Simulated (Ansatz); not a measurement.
# MgO: the cost of one run

Program: Ansatz 0.2.0. Level of theory: DFT PBE, scalar-relativistic, plane waves, PAW. These are calculated values, not measurements.

## Step 1: The starting structure

Symmetry: Fm-3m, No. 225, cubic system. Conventional cell: a = 4.210 Å, b = 4.210 Å, c = 4.210 Å, α = 90.00°, β = 90.00°, γ = 90.00°. Around Mg (site symmetry m-3m) lie 6 O at 2.10 Å. O (site symmetry m-3m) has 6 Mg at 2.10 Å as nearest neighbours.

Coordinates:

```
Mg O
1.0
     4.21000    0.00000    0.00000
     0.00000    4.21000    0.00000
     0.00000    0.00000    4.21000
Mg O
4 4
Direct
  0.00000 0.00000 0.00000
  0.00000 0.50000 0.50000
  0.50000 0.00000 0.50000
  0.50000 0.50000 0.00000
  0.50000 0.00000 0.00000
  0.50000 0.50000 0.50000
  0.00000 0.00000 0.50000
  0.00000 0.50000 0.00000
```

## Step 2: Relaxing cell and atoms: MgO, no spin

input.yaml reads:

```yaml
crystal:
  lattice:
    - [4.21, 0.0, 0.0]
    - [0.0, 4.21, 0.0]
    - [0.0, 0.0, 4.21]
  atoms:
    - { symbol: Mg, position: [0.0, 0.0, 0.0] }
    - { symbol: Mg, position: [0.0, 0.5, 0.5] }
    - { symbol: Mg, position: [0.5, 0.0, 0.5] }
    - { symbol: Mg, position: [0.5, 0.5, 0.0] }
    - { symbol: O, position: [0.5, 0.0, 0.0] }
    - { symbol: O, position: [0.5, 0.5, 0.5] }
    - { symbol: O, position: [0.0, 0.0, 0.5] }
    - { symbol: O, position: [0.0, 0.5, 0.0] }
scf:
  occupations: { method: methfessel_paxton, width: 0.1 }
output:
  forces: true
  stress: true
  eigenvalues: true
  write_density: true
  write_potential: true
  elf: true
  volumetric_format: npy
kpoints:
  mp_grid: { grid: [8, 8, 8] }
hamiltonian:
  xc: pbe
relax:
  f_tol: 0.01
  adjacent_minimum: "off"
  cell: { stress_tol: 0.05, fix: [shape] }
```

Launch:

```console
ansatz run input.yaml --threads 4 --pin off --max-ram 14336MiB --backend cpu --events-out ev --progress --plain --runs-dir out
```

Q: Estimate wall time and peak memory on 4 threads of Intel Xeon 6975P-C (Granite Rapids), shared host.

About 6 s, with a peak of 0.47 GiB.
